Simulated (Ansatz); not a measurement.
# CsSnI3: the cost of one run

Method: DFT PBE, scalar-relativistic, plane waves, PAW, in Ansatz 0.2.0.

## Step 1: Starting point

It takes space group Pnma (No. 62, orthorhombic). Conventional cell: a = 8.947 Å, b = 12.514 Å, c = 8.683 Å, α = 90.00°, β = 90.00°, γ = 90.00°. Cs (site symmetry m) has 8 I at 3.96 to 4.24 Å as nearest neighbours. Around Sn (site symmetry -1) lie 6 I at 3.18 to 3.19 Å. I (site symmetry 1) is surrounded by 2 Sn at 3.19 Å and 3 Cs at 3.97 to 4.24 Å. I (site symmetry m) is surrounded by 2 Sn at 3.18 Å and 2 Cs at 3.96 to 3.99 Å.

Structure file:

```cif
data_structure
_symmetry_space_group_name_H-M 'P 1'
_symmetry_Int_Tables_number 1
_cell_length_a 8.9473
_cell_length_b 12.5139
_cell_length_c 8.6832
_cell_angle_alpha 90.000
_cell_angle_beta 90.000
_cell_angle_gamma 90.000
_cell_volume 972.21
loop_
_atom_site_label
_atom_site_type_symbol
_atom_site_fract_x
_atom_site_fract_y
_atom_site_fract_z
_atom_site_occupancy
Cs1 Cs 0.94118 0.75000 0.98220 1
Cs2 Cs 0.44118 0.75000 0.51780 1
Cs3 Cs 0.05882 0.25000 0.01780 1
Cs4 Cs 0.55882 0.25000 0.48220 1
Sn1 Sn 0.50000 0.00000 0.00000 1
Sn2 Sn 0.00000 0.50000 0.50000 1
Sn3 Sn 0.00000 0.00000 0.50000 1
Sn4 Sn 0.50000 0.50000 0.00000 1
I1 I 0.70783 0.96793 0.70575 1
I2 I 0.29217 0.46793 0.29425 1
I3 I 0.70783 0.53207 0.70575 1
I4 I 0.29217 0.03207 0.29425 1
I5 I 0.49478 0.25000 0.93740 1
I6 I 0.20783 0.53207 0.79425 1
I7 I 0.00522 0.75000 0.43740 1
I8 I 0.79217 0.46793 0.20575 1
I9 I 0.79217 0.03207 0.20575 1
I10 I 0.50522 0.75000 0.06260 1
I11 I 0.99478 0.25000 0.56260 1
I12 I 0.20783 0.96793 0.79425 1
```

It goes back to an entry of the Materials Project, which need not be the stable form.

It is the result of an earlier relaxation at this level (volume 48.61 Å³/atom; gap on the mesh: 0.84 eV).

## Step 2: Band edges anywhere in the zone

The input, input.yaml:

```yaml
crystal:
  lattice:
    - [8.9472678181, 0.0, 0.0]
    - [0.0, 12.5139213637, 0.0]
    - [0.0, 0.0, 8.683154174]
  atoms:
    - { symbol: Cs, position: [0.9411831854, 0.75, -0.0177996889] }
    - { symbol: Cs, position: [0.4411831854, 0.75, 0.5177996889] }
    - { symbol: Cs, position: [0.0588168146, 0.25, 1.0177996889] }
    - { symbol: Cs, position: [0.5588168146, 0.25, 0.4822003111] }
    - { symbol: Sn, position: [0.5, 0.0, 0.0] }
    - { symbol: Sn, position: [0.0, 0.5, 0.5] }
    - { symbol: Sn, position: [0.0, 0.0, 0.5] }
    - { symbol: Sn, position: [0.5, 0.5, 0.0] }
    - { symbol: I, position: [0.7078333583, 0.9679307748, 0.7057462764] }
    - { symbol: I, position: [0.2921666417, 0.4679307748, 0.2942537236] }
    - { symbol: I, position: [0.7078333583, 0.5320692252, 0.7057462764] }
    - { symbol: I, position: [0.2921666417, 0.0320692252, 0.2942537236] }
    - { symbol: I, position: [0.4947841872, 0.25, 0.9373965899] }
    - { symbol: I, position: [0.2078333583, 0.5320692252, 0.7942537236] }
    - { symbol: I, position: [1.0052158128, 0.75, 0.4373965899] }
    - { symbol: I, position: [0.7921666417, 0.4679307748, 0.2057462764] }
    - { symbol: I, position: [0.7921666417, 0.0320692252, 0.2057462764] }
    - { symbol: I, position: [0.5052158128, 0.75, 0.0626034101] }
    - { symbol: I, position: [-0.0052158128, 0.25, 0.5626034101] }
    - { symbol: I, position: [0.2078333583, 0.9679307748, 0.7942537236] }
basis:
  ecutwfc: 420
kpoints:
  mp_grid: { grid: [4, 4, 4] }
  band_path: { path: [VBM, CBM], npoints: 2 }
hamiltonian:
  xc: pbe
scf:
  occupations: { method: gaussian, width: 0.02 }
output:
  forces: false
  stress: false
  eigenvalues: true
checkpoint:
  read: start.run
  write: ck
  compress: false
  write_wavefunctions: false
  write_every: 100000
```

Command:

```
$ ansatz run input.yaml --threads 8 --pin off --max-ram 22528MiB --backend cpu --events-out ev --progress --plain --runs-dir out
```

Q: Estimate wall time and peak memory on 8 threads of Intel Xeon 6975P-C (Granite Rapids), shared host.

About 2.5 min, with a peak of 9.6 GiB.
